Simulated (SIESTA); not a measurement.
BPd4:

```
Pd B
1.0
     2.89203    0.00000    0.00000
     0.00000    4.36501    0.00000
     0.00000    0.00000    5.85632
Pd B
4 1
Cartesian
  1.4460 0.0000 1.1571
  0.0000 0.0000 3.6278
  0.0000 2.1825 1.9277
  1.4460 2.1825 5.0807
  1.4460 0.0000 5.0553
```

The cell comes from a database or a generator and needn't be the stable form of this composition.

| Quantity | Value |
| --- | --- |
| Program | SIESTA 5.4.2 |
| Task | single point |
| Functional | PBE |
| Potentials or basis | PseudoDojo 0.4 standard (PBE files) |
| Basis | DZP (energy shift 0.003 Ry; two zetas on semicore shells) |
| Grid cutoff | 800 Ry |
| Energy shift | 0.003 Ry |
| k mesh | 9 × 6 × 5 |
| Occupations | fermi-dirac, width 0.05 eV |
| Spin | no spin polarisation |

On this cell: pressure 0.5 GPa; largest force 0.188 eV/Å; band gap on the k mesh none (metal or under the smearing width).

The same run follows on a disturbed copy (atoms moved at random, drawn with an rms of 0.05 Å):

```
Pd B
1.0
     2.89203    0.00000    0.00000
     0.00000    4.36501    0.00000
     0.00000    0.00000    5.85632
Pd B
4 1
Direct
  0.49979 0.99867 0.19797
  0.00724 0.98371 0.60567
  0.00089 0.51860 0.32294
  0.50202 0.50343 0.86453
  0.49726 0.99461 0.86533
```

What does the disturbed cell give?

The energy (extrapolated to zero smearing) moves by +29.6 meV/atom; pressure 0.5 GPa; largest force 1.490 eV/Å; band gap on the k mesh none (metal or under the smearing width).

Forces on the atoms (eV/Å):
```
Pd   0.034  0.865 -0.414
Pd  -0.120  0.743  1.286
Pd  -0.024 -1.368 -0.084
Pd   0.019 -0.400 -0.003
B    0.091  0.159 -0.785
```

Stress tensor (GPa, compression positive):
```
-1.64  0.03  0.36
 0.03  2.76  0.35
 0.36  0.35  0.44
```

Caveats: the basis of atomic orbitals isn't converged, which shifts pressures, moduli and gaps.
